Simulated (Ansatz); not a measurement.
# CH6FNO2Si: the cost of one run

Program: Ansatz 0.2.0. Level of theory: UKS B3LYP/STO-3G. These are calculated values, not measurements.

### 1 The structure to begin with

Bond lengths: O1–C2 1.370 Å, C2–O3 1.361 Å, C2–F4 1.294 Å, C2–N5 1.408 Å, N5–Si6 1.680 Å, O1–H7 0.965 Å, O3–H8 0.939 Å, N5–H9 1.015 Å, Si6–H10 1.468 Å, Si6–H11 1.463 Å, Si6–H12 1.504 Å. Angles (14 of 17 angles, heavy atoms first): O1–C2–O3 107.1°, O1–C2–F4 109.6°, O1–C2–N5 113.7°, O3–C2–F4 103.5°, O3–C2–N5 114.8°, F4–C2–N5 107.6°, C2–N5–Si6 128.9°, C2–O1–H7 104.4°, C2–O3–H8 104.1°, C2–N5–H9 106.8°, Si6–N5–H9 110.9°, N5–Si6–H10 107.9°, N5–Si6–H11 105.1°, N5–Si6–H12 109.7°.

As a file:

```xyz
12

O    -1.1782   -1.1833   -0.8314
C    -0.6406   -0.7895    0.3657
O     0.3792   -1.6464    0.6471
F    -1.4899   -1.0097    1.3164
N    -0.2942    0.5750    0.4105
Si    0.9748    1.3663   -0.3549
H    -0.4875   -0.9951   -1.4779
H     0.0386   -2.1895    1.3328
H    -1.1584    1.0996    0.3157
H     0.8078    2.8072   -0.1306
H     0.8411    1.0200   -1.7698
H     2.2844    0.8901    0.2103
```

### 2 Relaxing the start

input.yaml

```yaml
crystal:
  periodic: [false, false, false]
  atoms:
    - { symbol: O, position_ang: [-1.1782, -1.1833, -0.8314] }
    - { symbol: C, position_ang: [-0.6406, -0.7895, 0.3657] }
    - { symbol: O, position_ang: [0.3792, -1.6464, 0.6471] }
    - { symbol: F, position_ang: [-1.4899, -1.0097, 1.3164] }
    - { symbol: "N", position_ang: [-0.2942, 0.575, 0.4105] }
    - { symbol: Si, position_ang: [0.9748, 1.3663, -0.3549] }
    - { symbol: H, position_ang: [-0.4875, -0.9951, -1.4779] }
    - { symbol: H, position_ang: [0.0386, -2.1895, 1.3328] }
    - { symbol: H, position_ang: [-1.1584, 1.0996, 0.3157] }
    - { symbol: H, position_ang: [0.8078, 2.8072, -0.1306] }
    - { symbol: H, position_ang: [0.8411, 1.02, -1.7698] }
    - { symbol: H, position_ang: [2.2844, 0.8901, 0.2103] }
magnetization:
  spin_polarized: true
basis:
  gaussian: { orbitals: STO-3G }
hamiltonian:
  xc: b3lyp
relax:
  f_tol: 0.02
  max_steps: 40
```

Command:

```bash
$ ansatz run input.yaml --threads 1 --pin off --max-ram 2048MiB --backend cpu --events-out ev --progress --plain --runs-dir out
```

Q: Estimate wall time and peak memory on 1 thread of AMD EPYC 7R43 (Zen 3), shared host.

About 2.3 min, with a peak of 0.22 GiB.
